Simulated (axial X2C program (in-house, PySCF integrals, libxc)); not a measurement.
# SnSe⁺: from the state search to constants

What are the state, bond length, wavenumber and bond energy of SnSe⁺, and what does spin–orbit coupling change?

The runs use an in-house X2C program for linear molecules on PySCF integrals; all-electron X2C, Sn dyall-cv3z, Se dyall-cv3z.

All values are calculated.

**1. Set-up**

The input, task.json:

```json
{"zs": [50, 34], "q": 1, "bas": ["dyall-cv3z", "dyall-cv3z"], "levels": ["PBE0", "HF", "r2SCAN0"], "cc": true, "r0": 2.37, "thr": -1.0, "nmax": 90, "npts": 10, "nst": 2, "ntry": 6}
```

Keys: zs atomic numbers; q charge; bas basis sets; levels methods (HF also brings MP2); cc coupled cluster on or off; r0 starting distance in Å; thr threshold in hartree for freezing inner shells (an s shell follows its p shell); nmax most natural virtual spinors; npts points asked for on the curve; nst determinants followed; ntry starts of the search.

Started as:

```sh
$ python so2c.py task.json out
```

Spin-free means the one-electron spin-free X2C Hamiltonian; two-component (2c) means X2C with spin–orbit coupling and atomic mean-field two-electron Coulomb and Gaunt terms. Basis: Sn dyall-cv3z contracted to [11s12p9d4f1g], Se dyall-cv3z contracted to [8s9p6d4f1g]; Gaussian nuclei, density fitting. Masses: Sn 119.902 u, Se 79.917 u.

Notation: σ, π±, δ± give the projection m of an orbital's angular momentum (0, ±1, ±2), α and β its spin, Λ and M_S the sums; ω is the projection of a spinor's total angular momentum and Ω the sum. Logs are in hartree.

The results follow Hamiltonian by Hamiltonian and level by level.

**2. Search for the lowest determinant**

PBE0 moves the distance from 2.370 Å to 2.494 Å and compares determinants there.

Spin-free determinants:

```json
{"ΔE (eV)": "0.00", "state": "M_S = 1/2, Λ = 1", "open shells": "beyond closed shells: π+α, π+β, π-α"}
{"ΔE (eV)": "0.66", "state": "M_S = 1/2, Λ = 0", "open shells": "beyond closed shells: σα"}
{"ΔE (eV)": "2.47", "state": "M_S = 3/2, Λ = 1", "open shells": "beyond closed shells: 2 × π+α, π-α"}
{"ΔE (eV)": "2.67", "state": "M_S = 3/2, Λ = 0", "open shells": "beyond closed shells: σα, π+α, π+β, 2 × π-α"}
{"ΔE (eV)": "2.67", "state": "M_S = 3/2, Λ = 2", "open shells": "beyond closed shells: σα, 2 × π+α, π+β, π-α"}
{"ΔE (eV)": "3.03", "state": "M_S = 1/2, Λ = 2", "open shells": "beyond closed shells: σα, 2 × π+α, π+β, π-β"}
{"ΔE (eV)": "3.05", "state": "M_S = 1/2, Λ = 2", "open shells": "beyond closed shells: σα, π+α, 2 × π+β, π-α"}
```

Two-component determinants:

```
ΔE (eV)    state                                  open shells
   0.00  Ω = 3/2                excess of +ω over −ω: ω = 3/2
   0.25  Ω = 1/2                excess of +ω over −ω: ω = 1/2
   2.43  Ω = 1/2  excess of +ω over −ω: 2 × ω = -1/2, ω = 3/2
   2.77  Ω = 5/2  excess of +ω over −ω: ω = -1/2, 2 × ω = 3/2
   2.87  Ω = 7/2   excess of +ω over −ω: ω = 1/2, 2 × ω = 3/2
   2.87  Ω = 5/2   excess of +ω over −ω: 2 × ω = 1/2, ω = 3/2
   3.11  Ω = 3/2                excess of +ω over −ω: ω = 3/2
```

**3. PBE0, spin-free**

State followed: M_S = 1/2, Λ = 1 (beyond closed shells: π+α, π+β, π-α). The scan is laid around 2.494 Å, a first estimate of the minimum, and this SCF restarts from the orbitals of the search.

Output at 2.494 Å:

```text
spin-free X2C-1e  PBE0
basis functions 231  fitting functions 1239  grid points 5802
iter        total energy     max residual
   1      -8605.669194381     4.99e-06
   2      -8605.669194380     6.52e-06
converged
one-electron -12572.26606355  Coulomb 3860.40331571  exact exchange -62.64742102  xc functional -191.86522382  nuclear repulsion 360.70619830
```

Along the bond, energies from the lowest point:

| R (Å) | E (eV) | μ (D) | HOMO (eV) | LUMO (eV) | iterations |
| --- | --- | --- | --- | --- | --- |
| 2.170 | 0.9626 | -1.10 | -13.38 | -11.71 | 12 |
| 2.269 | 0.3937 | -1.58 | -13.39 | -11.35 | 11 |
| 2.344 | 0.1526 | -1.94 | -13.21 | -11.10 | 11 |
| 2.419 | 0.0308 | -2.29 | -12.96 | -10.87 | 11 |
| 2.494 | 0.0000 | -2.64 | -12.71 | -10.65 | 2 |
| 2.581 | 0.0500 | -3.03 | -12.45 | -10.42 | 12 |
| 2.669 | 0.1669 | -3.40 | -12.20 | -10.22 | 12 |
| 2.781 | 0.3826 | -3.82 | -11.91 | -9.99 | 13 |
| 2.918 | 0.7023 | -4.22 | -11.58 | -9.78 | 14 |
| 3.118 | 1.1917 | -4.32 | -11.20 | -9.57 | 16 |

Dipoles are positive if Se is the positive end and refer to the centre of mass.

Outer orbitals at the reference distance:

```
symmetry  occupied  ε (eV)              atomic character
      σα       yes  -25.54    79% Se s, 8% Sn p, 7% Sn s
      σβ       yes  -24.42    76% Se s, 9% Sn s, 8% Sn p
      σα       yes  -18.49   69% Sn s, 21% Se p, 6% Se s
      σβ       yes  -18.35   69% Sn s, 19% Se p, 8% Se s
     π-α       yes  -13.70   84% Se p, 11% Sn p, 4% Sn d
     π+α       yes  -13.70   84% Se p, 11% Sn p, 4% Sn d
      σα       yes  -13.51  50% Se p, 32% Sn p, 14% Sn s
      σβ       yes  -13.28  50% Se p, 34% Sn p, 12% Sn s
     π+β       yes  -12.71   76% Se p, 19% Sn p, 4% Sn d
     π-β        no  -10.65   66% Se p, 29% Sn p, 3% Sn d
     π-α        no   -8.61   85% Sn p, 10% Se p, 3% Se d
     π+α        no   -8.61   85% Sn p, 10% Se p, 3% Se d
     π+β        no   -8.48   78% Sn p, 18% Se p, 2% Se d
```

PBE0 fields in the half plane through the axis: z from -2.4 to 4.8 Å across, distance from the axis 0.15 to 2.25 Å upwards; Sn lies at z = 0 and Se at z = 2.494 Å; the ELF is damped to zero where the density is low.

log10 density (e/bohr³). Ten even steps from '0' (-4.70 ) to '9' (1.82 ):
```
0011122222222222222211000
0112222332222333333221100
1122333333333333333332210
1223344444444444444433211
1233444555444455555443221
2234455666555555555544321
2334456777655556776554322
2334557898755567986554322
```

ELF. Ten even steps from '0' (0.00 ) to '9' (0.92 ):
```
0000011000000011110000000
0001344321001233332210000
0036776532112455555431000
0278886432224567777753100
1699874322235778888875310
3899853343225775347987510
5999734787425851432798620
6999636484625826382698630
```

Re = 2.487 Å, ωe = 267.4 cm⁻¹, ωexe = 0.512 cm⁻¹, Be = 0.05686 cm⁻¹, De = 3.00 eV, μ = -2.60 D.

**4. HF, spin-free**

The SCF at the reference distance of 2.494 Å:

```text
spin-free X2C-1e  HF
basis functions 231  fitting functions 1239  grid points 5802
iter        total energy     max residual
   1      -8601.746233625     2.00e-01
   2      -8601.781706543     5.73e-03
   3      -8601.783108684     4.08e-03
   4      -8601.783383196     1.34e-03
   5      -8601.783475924     6.38e-04
   6      -8601.783508207     4.03e-04
   7      -8601.783518832     2.16e-04
   8      -8601.783523876     1.91e-04
   9      -8601.783525918     1.39e-04
  10      -8601.783527577     6.76e-05
  11      -8601.783528026     1.84e-05
  12      -8601.783528054     6.31e-06
  13      -8601.783528056     3.29e-06
  14      -8601.783528056     2.14e-06
converged
one-electron -12571.30172777  Coulomb 3859.55002212  exact exchange -250.73802071  xc functional 0.00000000  nuclear repulsion 360.70619830
```

Re = 2.486 Å, ωe = 274.1 cm⁻¹, Be = 0.05689 cm⁻¹, De = 1.48 eV, μ = -3.17 D.

**5. r2SCAN0, spin-free**

Output at 2.494 Å:

```text
spin-free X2C-1e  r2SCAN0
basis functions 231  fitting functions 1239  grid points 5802
iter        total energy     max residual
   1      -8606.224204956     7.04e-02
   2      -8606.227371768     2.50e-03
   3      -8606.227212103     3.63e-03
   4      -8606.227478132     4.98e-04
   5      -8606.227483119     3.13e-04
   6      -8606.227487058     9.02e-05
   7      -8606.227488226     4.82e-05
   8      -8606.227488508     2.10e-05
   9      -8606.227488543     3.18e-06
  10      -8606.227488543     9.74e-07
converged
one-electron -12572.28243786  Coulomb 3860.45385788  exact exchange -62.65893179  xc functional -192.44617507  nuclear repulsion 360.70619830
```

Re = 2.475 Å, ωe = 272.2 cm⁻¹, ωexe = 0.527 cm⁻¹, Be = 0.05741 cm⁻¹, De = 2.81 eV, μ = -2.58 D.

**6. Correlated methods, spin-free**

Correlated methods: 9 electrons correlated (frozen shells, counted by type: Sn 4 s, 3 p, 2 d; Se 3 s, 2 p, 1 d), 275 virtual spinors in MP2, 90 natural virtuals in coupled cluster.

Output of the correlated part at 2.494 Å:

```text
correlated 9  virtual 275  natural virtual 90  E(MP2) -0.181528893  MP2 remainder -0.004985950
iter   CCSD correlation   residual
   1     -0.194100113   1.22e-01
   2     -0.200809684   5.15e-02
   3     -0.202397626   2.28e-02
   4     -0.202515054   1.05e-02
   5     -0.202621924   4.96e-03
   6     -0.202632070   2.06e-03
   7     -0.202645265   7.99e-04
   8     -0.202647969   3.63e-04
   9     -0.202646758   1.59e-04
  10     -0.202647712   5.65e-05
  11     -0.202647638   2.03e-05
  12     -0.202647890   8.11e-06
  13     -0.202647915   3.88e-06
  14     -0.202647938   1.96e-06
  15     -0.202647947   8.67e-07
(T) -0.009895239  T1 0.0319  D1 0.0644  max T2 0.081
```

T1 in the output is the amplitude norm over the root of the electron number; divide by √2 for the Lee–Taylor value.

MP2: Re = 2.496 Å, ωe = 271.0 cm⁻¹, Be = 0.05641 cm⁻¹, De = 2.72 eV.

CCSD: Re = 2.501 Å, ωe = 267.3 cm⁻¹, ωexe = 0.516 cm⁻¹, Be = 0.05622 cm⁻¹, De = 2.61 eV. T1 at Re = 0.023 (Lee–Taylor, the printed value over √2).

CCSD(T): Re = 2.510 Å, ωe = 261.9 cm⁻¹, ωexe = 0.516 cm⁻¹, Be = 0.05578 cm⁻¹, De = 2.77 eV. T1 at Re = 0.023 (Lee–Taylor, the printed value over √2).

**7. A higher determinant, spin-free**

State: M_S = 1/2, Λ = 0 (beyond closed shells: σα).

Output at the reference distance:

```text
spin-free X2C-1e  PBE0
basis functions 231  fitting functions 1239  grid points 5802
iter        total energy     max residual
   1      -8605.644965605     9.28e-06
   2      -8605.644965597     2.16e-05
   3      -8605.644965611     2.75e-06
   4      -8605.644965613     2.73e-06
converged
one-electron -12571.20486695  Coulomb 3859.33255141  exact exchange -62.63557255  xc functional -191.84327583  nuclear repulsion 360.70619830
```

| R (Å) | E above the lowest PBE0 point (eV) |
| --- | --- |
| 2.170 | 0.741 |
| 2.269 | 0.514 |
| 2.344 | 0.487 |
| 2.419 | 0.543 |
| 2.494 | 0.659 |
| 2.581 | 0.845 |
| 2.669 | 1.065 |
| 2.781 | 1.373 |
| 2.918 | 1.753 |

Re = 2.328 Å, ωe = 302 cm⁻¹, ωexe = 0.737 cm⁻¹, Be = 0.06488 cm⁻¹, μ = -3.26 D. Te = 0.48 eV.

**8. The spin-free curves together**

Energy (eV) of the followed determinant, spin-free, from each level's lowest point:

| R (Å) | PBE0 | HF | MP2 | CCSD | CCSD(T) | r2SCAN0 |
| --- | --- | --- | --- | --- | --- | --- |
| 2.170 | 0.963 | 1.005 | 1.061 | n/a | n/a | 0.910 |
| 2.269 | 0.394 | 0.410 | 0.447 | 0.455 | 0.480 | 0.357 |
| 2.344 | 0.153 | 0.158 | 0.182 | 0.188 | 0.205 | 0.129 |
| 2.419 | 0.031 | 0.031 | 0.043 | 0.046 | 0.055 | 0.019 |
| 2.494 | 0.000 | 0.000 | 0.000 | 0.000 | 0.000 | 0.000 |
| 2.581 | 0.050 | 0.054 | 0.041 | 0.037 | 0.026 | 0.063 |
| 2.669 | 0.167 | 0.177 | 0.154 | 0.145 | 0.123 | 0.191 |
| 2.781 | 0.383 | 0.404 | 0.376 | 0.353 | 0.318 | 0.419 |
| 2.918 | 0.702 | 0.728 | 0.783 | n/a | n/a | 0.747 |
| 3.118 | 1.192 | 1.098 | 1.563 | n/a | n/a | 1.223 |

**9. PBE0, 2c**

State followed: Ω = 3/2 (excess of +ω over −ω: ω = 3/2). The scan is laid around 2.494 Å, a first estimate of the minimum, and this SCF restarts from the orbitals of the search.

Output at 2.494 Å:

```text
two-component X2C + atomic mean field  PBE0
basis functions 231  fitting functions 1239  grid points 5802
iter        total energy     max residual
   1      -8602.254500644     3.19e-06
   2      -8602.254500645     3.93e-06
converged
one-electron -12562.78668888  Coulomb 3858.62185578  exact exchange -62.61409612  xc functional -191.76722444  nuclear repulsion 360.70619830  atomic mean-field constant -4.41454528
```

Along the bond, energies from the lowest point:

```
R (Å)  E (eV)  μ (D)  HOMO (eV)  LUMO (eV)  iterations
2.170  0.9624  -1.05     -13.37     -11.57          12
2.269  0.3948  -1.52     -13.39     -11.22          11
2.344  0.1539  -1.87     -13.33     -10.97          11
2.419  0.0318  -2.22     -13.07     -10.74          11
2.494  0.0000  -2.56     -12.83     -10.53           2
2.581  0.0481  -2.94     -12.57     -10.30          12
2.669  0.1621  -3.29     -12.32     -10.09          12
2.781  0.3727  -3.69     -12.03      -9.86          13
2.918  0.6834  -4.05     -11.72      -9.64          14
3.118  1.1529  -4.08     -11.35      -9.41          16
```

Dipoles are positive if Se is the positive end and refer to the centre of mass.

Outer spinors at the reference distance:

```tsv
ω	occupied	ε (eV)	atomic character	λ mixture
3/2	yes	-35.28	100% Sn d	85% π, 15% δ
-3/2	yes	-35.27	100% Sn d	86% π, 14% δ
1/2	yes	-35.25	100% Sn d	60% σ, 40% π
-1/2	yes	-35.25	100% Sn d	60% σ, 40% π
1/2	yes	-25.54	79% Se s, 8% Sn p, 7% Sn s	100% σ
-1/2	yes	-24.43	77% Se s, 9% Sn s, 8% Sn p	100% σ
1/2	yes	-18.46	68% Sn s, 22% Se p, 6% Se s	100% σ
-1/2	yes	-18.32	69% Sn s, 20% Se p, 8% Se s	100% σ
-1/2	yes	-13.85	84% Se p, 10% Sn p, 4% Sn d	97% π, 3% σ
3/2	yes	-13.58	84% Se p, 10% Sn p, 4% Sn d	100% π
1/2	yes	-13.53	50% Se p, 31% Sn p, 14% Sn s	98% σ, 2% π
-1/2	yes	-13.26	50% Se p, 34% Sn p, 12% Sn s	97% σ, 3% π
1/2	yes	-12.83	74% Se p, 20% Sn p, 4% Sn d	99% π, 1% σ
-3/2	no	-10.53	67% Se p, 28% Sn p, 3% Sn d	100% π
-1/2	no	-8.74	85% Sn p, 11% Se p, 3% Se d	99% π, 1% σ
1/2	no	-8.62	77% Sn p, 18% Se p, 2% Se d	99% π, 1% σ
3/2	no	-8.40	86% Sn p, 10% Se p, 3% Se d	100% π
```

PBE0 fields in the half plane through the axis: z from -2.4 to 4.8 Å across, distance from the axis 0.15 to 2.25 Å upwards; Sn lies at z = 0 and Se at z = 2.494 Å; the ELF is damped to zero where the density is low.

log10 density (e/bohr³). Ten even steps from '0' (-4.70 ) to '9' (1.82 ):
```
0011122222222222222211000
0112222332222333333221100
1122333333333333333332210
1223344444444444444433211
1233444555444455555443221
2234455666555555555544321
2334456777655556776554322
2334557898755567986554322
```

ELF. Ten even steps from '0' (0.00 ) to '9' (0.92 ):
```
0000011000000011110000000
0001344321001233333210000
0036776532112455555431000
0278886432224567787753100
1699874322235778888875310
3899853343225775347987510
5999734787425851432798620
6999636484625726382698630
```

Re = 2.488 Å, ωe = 265.5 cm⁻¹, ωexe = 0.532 cm⁻¹, Be = 0.0568 cm⁻¹, De = 2.84 eV, μ = -2.53 D.

**10. HF, 2c**

The SCF at the reference distance of 2.494 Å:

```text
two-component X2C + atomic mean field  HF
basis functions 231  fitting functions 1239  grid points 5802
iter        total energy     max residual
   1      -8598.329564563     2.13e-01
   2      -8598.364984385     5.71e-03
   3      -8598.366378466     4.06e-03
   4      -8598.366650553     1.33e-03
   5      -8598.366742582     6.21e-04
   6      -8598.366774698     4.15e-04
   7      -8598.366785409     2.15e-04
   8      -8598.366790831     1.89e-04
   9      -8598.366793409     1.43e-04
  10      -8598.366796114     7.41e-05
  11      -8598.366797374     4.62e-05
  12      -8598.366797711     3.97e-05
  13      -8598.366797934     3.16e-05
  14      -8598.366798141     1.99e-05
  15      -8598.366798262     5.94e-06
  16      -8598.366798276     3.01e-06
  17      -8598.366798278     1.88e-06
converged
one-electron -12561.81625685  Coulomb 3857.76185323  exact exchange -250.60404767  xc functional 0.00000000  nuclear repulsion 360.70619830  atomic mean-field constant -4.41454528
```

No constants are quoted: the solution changes its character somewhere along the scan, so the fit is set aside.

**11. r2SCAN0, 2c**

The SCF at the reference distance of 2.494 Å:

```text
two-component X2C + atomic mean field  r2SCAN0
basis functions 231  fitting functions 1239  grid points 5802
iter        total energy     max residual
   1      -8602.804610234     6.99e-02
   2      -8602.807805342     2.50e-03
   3      -8602.807640685     3.66e-03
   4      -8602.807913749     5.11e-04
   5      -8602.807919012     3.21e-04
   6      -8602.807923114     9.10e-05
   7      -8602.807924364     4.92e-05
   8      -8602.807924668     2.23e-05
   9      -8602.807924707     3.03e-06
  10      -8602.807924708     1.06e-06
converged
one-electron -12562.79824133  Coulomb 3858.66737413  exact exchange -62.62553257  xc functional -192.34317796  nuclear repulsion 360.70619830  atomic mean-field constant -4.41454528
```

Re = 2.476 Å, ωe = 270.5 cm⁻¹, ωexe = 0.547 cm⁻¹, Be = 0.05736 cm⁻¹, De = 2.78 eV, μ = -2.51 D.

**12. Correlated methods, 2c**

Correlated methods: 9 electrons correlated (frozen shells, counted by type: Sn 4 s, 3 p, 2 d; Se 3 s, 2 p, 1 d), 275 virtual spinors in MP2, 90 natural virtuals in coupled cluster.

Output of the correlated part at 2.494 Å:

```text
correlated 9  virtual 275  natural virtual 90  E(MP2) -0.181242156  MP2 remainder -0.004991979
iter   CCSD correlation   residual
   1     -0.193836709   1.21e-01
   2     -0.200542972   5.10e-02
   3     -0.202077759   2.22e-02
   4     -0.202196408   1.02e-02
   5     -0.202300539   4.71e-03
   6     -0.202310993   1.93e-03
   7     -0.202324146   7.55e-04
   8     -0.202326937   3.49e-04
   9     -0.202325904   1.54e-04
  10     -0.202326828   5.52e-05
  11     -0.202326761   2.05e-05
  12     -0.202327010   8.38e-06
  13     -0.202327030   4.00e-06
(T) -0.009832385  T1 0.0320  D1 0.0625  max T2 0.078
```

MP2: No constants are quoted: the reference changes its character somewhere along the scan, so the fit is set aside.

CCSD: No constants are quoted: the reference changes its character somewhere along the scan, so the fit is set aside.

CCSD(T): No constants are quoted: the reference changes its character somewhere along the scan, so the fit is set aside.

**13. A higher determinant, 2c**

State: Ω = 1/2 (excess of +ω over −ω: ω = 1/2).

Output at the reference distance:

```text
two-component X2C + atomic mean field  PBE0
basis functions 231  fitting functions 1239  grid points 5802
iter        total energy     max residual
   1      -8602.245355425     4.48e-06
   2      -8602.245355426     7.50e-06
converged
one-electron -12562.64393794  Coulomb 3858.48557267  exact exchange -62.61361101  xc functional -191.76503216  nuclear repulsion 360.70619830  atomic mean-field constant -4.41454528
```

```csv
R (Å),E above the lowest PBE0 point (eV)
2.170,1.229
2.269,0.645
2.344,0.405
2.419,0.282
2.494,0.249
2.581,0.297
2.669,0.412
2.781,0.625
2.918,0.944
```

Re = 2.489 Å, ωe = 266.9 cm⁻¹, Be = 0.05674 cm⁻¹, μ = -2.62 D. Te = 0.25 eV.

**14. The 2c curves together**

Energy (eV) of the followed determinant, 2c, from each level's lowest point:

| R (Å) | PBE0 | HF (jumps) | MP2 (its reference jumps) | CCSD (its reference jumps) | CCSD(T) (its reference jumps) | r2SCAN0 |
| --- | --- | --- | --- | --- | --- | --- |
| 2.170 | 0.962 | 1.004 | 1.058 | n/a | n/a | 0.909 |
| 2.269 | 0.395 | 0.411 | 0.446 | 0.456 | 0.481 | 0.358 |
| 2.344 | 0.154 | 0.159 | 0.182 | 0.189 | 0.206 | 0.130 |
| 2.419 | 0.032 | 0.032 | 0.043 | 0.047 | 0.055 | 0.020 |
| 2.494 | 0.000 | 0.000 | 0.000 | 0.000 | 0.000 | 0.000 |
| 2.581 | 0.048 | 0.051 | 0.042 | 0.035 | 0.025 | 0.061 |
| 2.669 | 0.162 | 0.171 | 0.160 | 0.141 | 0.121 | 0.187 |
| 2.781 | 0.373 | n/a | n/a | n/a | n/a | 0.409 |
| 2.918 | 0.683 | 0.715 | 0.738 | n/a | n/a | 0.728 |
| 3.118 | 1.153 | 1.152 | 1.364 | n/a | n/a | 1.183 |

Time for the job: 3.8 min (1 thread of Arm Neoverse V1, shared host).

**15. What came out**

Lowest determinant that the search found at its distance, spin-free: M_S = 1/2, Λ = 1 (beyond closed shells: π+α, π+β, π-α).

Lowest determinant that the search found at its distance, 2c: Ω = 3/2 (excess of +ω over −ω: ω = 3/2).

```json
{"Hamiltonian": "spin-free", "level": "PBE0", "Re (Å)": "2.487", "ωe (cm⁻¹)": "267.4", "De (eV)": "3.00", "μ (D)": "-2.60"}
{"Hamiltonian": "spin-free", "level": "HF", "Re (Å)": "2.486", "ωe (cm⁻¹)": "274.1", "De (eV)": "1.48", "μ (D)": "-3.17"}
{"Hamiltonian": "spin-free", "level": "MP2", "Re (Å)": "2.496", "ωe (cm⁻¹)": "271.0", "De (eV)": "2.72", "μ (D)": "n/a"}
{"Hamiltonian": "spin-free", "level": "CCSD", "Re (Å)": "2.501", "ωe (cm⁻¹)": "267.3", "De (eV)": "2.61", "μ (D)": "n/a"}
{"Hamiltonian": "spin-free", "level": "CCSD(T)", "Re (Å)": "2.510", "ωe (cm⁻¹)": "261.9", "De (eV)": "2.77", "μ (D)": "n/a"}
{"Hamiltonian": "spin-free", "level": "r2SCAN0", "Re (Å)": "2.475", "ωe (cm⁻¹)": "272.2", "De (eV)": "2.81", "μ (D)": "-2.58"}
{"Hamiltonian": "2c", "level": "PBE0", "Re (Å)": "2.488", "ωe (cm⁻¹)": "265.5", "De (eV)": "2.84", "μ (D)": "-2.53"}
{"Hamiltonian": "2c", "level": "r2SCAN0", "Re (Å)": "2.476", "ωe (cm⁻¹)": "270.5", "De (eV)": "2.78", "μ (D)": "-2.51"}
```

Dipoles are positive if Se is the positive end and refer to the centre of mass. No constants: 2c HF (the solution changes its character somewhere along the scan, so the fit is set aside); 2c MP2 (the reference changes its character somewhere along the scan, so the fit is set aside); 2c CCSD (the reference changes its character somewhere along the scan, so the fit is set aside); 2c CCSD(T) (the reference changes its character somewhere along the scan, so the fit is set aside).

Time per point (s) on 1 thread of Arm Neoverse V1, shared host (2c runs); the times are rough: PBE0 1.3, r2SCAN0 2.

What this shows: At PBE0, going from spin-free to two-component changes Re by +1 mÅ, ωe by -0.7 %, which is small (part of it comes from the scalar share of the two-electron terms). It costs about 1.5 times the time. De moves by -0.16 eV; both De rest on single-determinant atoms, which can miss part of an open shell's spin–orbit lowering.

De refers to Sn+ + Se, each in the lowest determinant found, which need not be this curve's own limit. The state is a single determinant with fixed occupations, the lowest that a limited PBE0 search found. De is counted from the lowest determinant-based energies of the atoms at the same level, without counterpoise correction. Density functionals use the spin component along the axis (collinear). Coupled cluster ran in a truncated set of natural virtual spinors; the MP2 energy of the rest was added. The meta-GGAs lack a current-density term, which matters for open shells with orbital currents, atoms included. The spin-free determinant is spin-contaminated at some levels, which hurts MP2 most. With the outer-core shells frozen, correlated bond lengths of heavy atoms tend to come out a few hundredths of an ångström too long. T1 at Re is 0.023 (Lee–Taylor), above the customary mark of 0.02.
